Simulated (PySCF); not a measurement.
# C2H6O2Si2: the cost of one run

The runs use PySCF 2.14.0, with density-fitted response routines of our own; the level of theory stands in each step. All values are computed, except where a source is named. Atoms are numbered from 0 throughout.

## Step 1: The molecule as given

12 atoms, charge 0, multiplicity 1; geometry from: GFN2-xTB. The atoms were then displaced at random by about 0.01 Å, so the start is not that level's minimum.

Bonds of the start (Å): C0–C1 1.20, C1–Si2 1.86, Si2–O3 1.65, Si2–O4 1.61, O4–Si5 1.63, C0–H6 1.06, Si2–H7 1.43, O3–H8 0.96, Si5–H9 1.45, Si5–H10 1.46, Si5–H11 1.47.

## Step 2: Geometry optimisation at PBE0-D3(BJ)/def2-SVP

The job: settings as JSON, then the geometry in Å.

```
{"job": {"xc": "PBE0", "basis": "def2-SVP", "d3": "d3bj", "grid": 1, "shake": 0.01, "kind": "geom"}, "charge": 0, "multiplicity": 1}
C      2.174640     1.285740    -1.447530
C      1.426800     0.411910    -1.104020
Si     0.283780    -0.959560    -0.574740
O      1.156770    -2.189880     0.084060
O     -0.705430    -0.341700     0.538680
Si    -1.837460     0.654250     1.149190
H      2.799810     2.089380    -1.759100
H     -0.429770    -1.556210    -1.656760
H      1.554510    -2.113790     0.953650
H     -1.426810     2.027800     0.909380
H     -3.104710     0.335910     0.491100
H     -1.852450     0.327890     2.583570
```

On the command line:

```bash
> OMP_NUM_THREADS=1 python probes_run.py task.json out
```

The driver reads the jobs from task.json and runs them one after another.

Q: Estimate the wall time and peak memory of this first job on 1 thread of Arm Neoverse V2, shared host.

About 68 s, with a peak of 0.51 GiB.
